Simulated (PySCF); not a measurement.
# C4H10OSSi: the cost of one run

Programs: PySCF 2.14.0, with routines of our own; each step states its level. All values are computed. Atoms count from 0.

### Step 1. The starting structure

17 atoms, charge 0, multiplicity 1; geometry from: GFN2-xTB.

### Step 2. Magnetic properties: GIAO B3LYP/pcSseg-1

Job settings and geometry (Å):

```
{"job": {"kind": "mag", "xc": "B3LYP", "basis": "pcSseg-1", "isotopologues": 2}, "charge": 0, "multiplicity": 1}
C     -3.222432     0.745117    -0.007980
C     -2.050033     0.151497     0.122677
S     -1.846706    -1.597183    -0.054133
Si     0.196318    -1.882140     0.549036
C      1.380364    -0.764441    -0.447215
O      1.163281     0.551510     0.027066
C      1.983225     1.509674    -0.588282
H     -4.117412     0.186839    -0.219534
H     -3.318927     1.812356     0.094746
H     -1.140106     0.689750     0.330864
H      0.329495    -1.548269     1.962498
H      0.429684    -3.284109     0.232659
H      1.198395    -0.812279    -1.530515
H      2.427945    -1.054643    -0.285688
H      1.719207     2.474518    -0.158894
H      1.817248     1.533354    -1.672787
H      3.043454     1.300480    -0.398032
```

With the program's defaults for keys left out, this is: GIAO B3LYP/pcSseg-1 magnetisability, rotational g tensor and spin-rotation constants, non-relativistic, gas phase.

The run is started by

```bash
> OMP_NUM_THREADS=1 python excited_run.py task.json out
```

One launch serves the whole session: the jobs run in the order shown.

**Question.** How long does this first job take on 1 thread of Arm Neoverse V1, shared host, and how much memory does it need?

About 39 s, with a peak of 0.83 GiB.
